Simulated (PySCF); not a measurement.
# H4ReS4 (Re(SH)4): the cost of one run

Programs: PySCF 2.14.0, with routines of our own; each step states its level. All values are computed. Atoms count from 0.

## Step 1: The system as given

9 atoms, charge 0, states of the metal's open shell are computed; geometry from: model geometry, bond lengths from ionic radii.

## Step 2: Ligand-field states: state-averaged CASSCF

What the job is given:

```
{"job": {"kind": "lf", "basis": {"metal": "x2c-TZVPall", "ligand": "x2c-SVPall"}, "nevpt": true}, "charge": 0, "metal": "Re", "open_shell": "d3"}
Re     0.000000     0.000000     0.000000
S      1.299038     1.299038     1.299038
H      0.509995     2.376756     1.443376
S     -1.299038    -1.299038     1.299038
H     -0.509995    -2.376756     1.443376
S     -1.299038     1.299038    -1.299038
H     -2.376756     0.509995    -1.443376
S      1.299038    -1.299038    -1.299038
H      2.376756    -0.509995    -1.443376
```

With the program's defaults for keys left out, this is: state-averaged CASSCF of the metal d shell, SC-NEVPT2 on the averaged canonical orbitals, state-interaction spin-orbit coupling.

Run with:

```sh
OMP_NUM_THREADS=1 python lf_run.py task.json out
```

One launch serves the whole session: the jobs run in the order shown.

**Question.** How long does this first job take on 1 thread of Arm Neoverse V1, shared host, and how much memory does it need?

About 30 s, with a peak of 0.5 GiB.
